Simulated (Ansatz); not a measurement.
# Ba2Tl5V3O12 under changes of volume

One of the cells (26.436 Å³/atom); the others are scaled copies at fixed shape and fractional positions:

```
CELL_PARAMETERS angstrom
6.54548 0.00000 0.00000
0.00000 6.54548 0.00000
0.00000 0.00000 13.57484
ATOMIC_POSITIONS crystal
Ba 0.50000 0.00000 0.56322
Ba 0.00000 0.50000 0.43678
V 0.00000 0.00000 0.50000
V 0.00000 0.00000 0.00000
V 0.50000 0.50000 0.50000
Tl 0.50000 0.00000 0.02980
Tl 0.00000 0.50000 0.68840
Tl 0.00000 0.50000 0.97020
Tl 0.50000 0.00000 0.31160
Tl 0.50000 0.50000 0.00000
O 0.81622 0.88853 0.42632
O 0.88853 0.18378 0.57368
O 0.11147 0.81622 0.57368
O 0.18378 0.11147 0.42632
O 0.82276 0.85849 0.93300
O 0.85849 0.17724 0.06700
O 0.14151 0.82276 0.06700
O 0.17724 0.14151 0.93300
O 0.68323 0.61113 0.57410
O 0.61113 0.31677 0.42590
O 0.38887 0.68323 0.42590
O 0.31677 0.38887 0.57410
```

The cell was built by a generator and needn't be a form met in nature.

* Program: Ansatz 0.2.0
* Functional: PBE
* Potentials or basis: Ansatz PAW
* Cutoff: 420 eV (not typed: the program's choice for these potentials)
* k mesh: 4 × 4 × 2
* Occupations: fermi-dirac, width 0.05 eV
* Spin: collinear spin, ferromagnetic start
* Starting moments: [0.0, 0.0, 2.0, 2.0, 2.0, 0.0, 0.0, 0.0, 0.0, 0.0, 0.0, 0.0, 0.0, 0.0, 0.0, 0.0, 0.0, 0.0, 0.0, 0.0, 0.0, 0.0] μB

```csv
volume (Å³/atom),energy over the lowest point (meV/atom),pressure (GPa),gap on the mesh (eV),largest force (eV/Å)
24.850,?,?,?,?
25.379,8.42,2.7,1.11,0.793
25.907,2.00,1.3,1.03,0.381
26.436,0.00,0.0,0.96,0.003
26.965,1.93,-1.2,0.88,0.354
27.493,7.47,-2.2,0.81,0.682
28.022,16.18,-3.1,0.75,0.987
```

Question: What does the run at 24.850 Å³/atom give?

Answer: Energy over the lowest point 19.74 meV/atom; pressure 4.2 GPa; gap on the mesh 1.19 eV; largest force 1.236 eV/Å.

Worked out: A Birch-Murnaghan fit of order 3 (a polynomial in V^(-2/3)) to the other rows has its minimum at 26.43 Å³/atom with B0 = V·E''(V) = 60 GPa and B' = 4.4 at fixed shape and positions, which overstates the stiffness. It gives 19.77 meV/atom at 24.850 Å³/atom, against the run's 19.74, and -dE/dV = 4.2 GPa, against 4.2. A straight line through the other rows of the gap, of slope -3.66 eV per unit of ln V, extrapolates to 1.18 eV, against the run's 1.19.

Energies are extrapolated to zero smearing.

Caveats: spin-orbit coupling is left out, which as a rule narrows the gap of such compounds by several tenths of an eV; the starting moments weren't kept; forces of over 1 eV/Å show positions far from the minimum, so gaps and moduli don't describe the material at rest (some runs).

A mesh can miss the band edges.
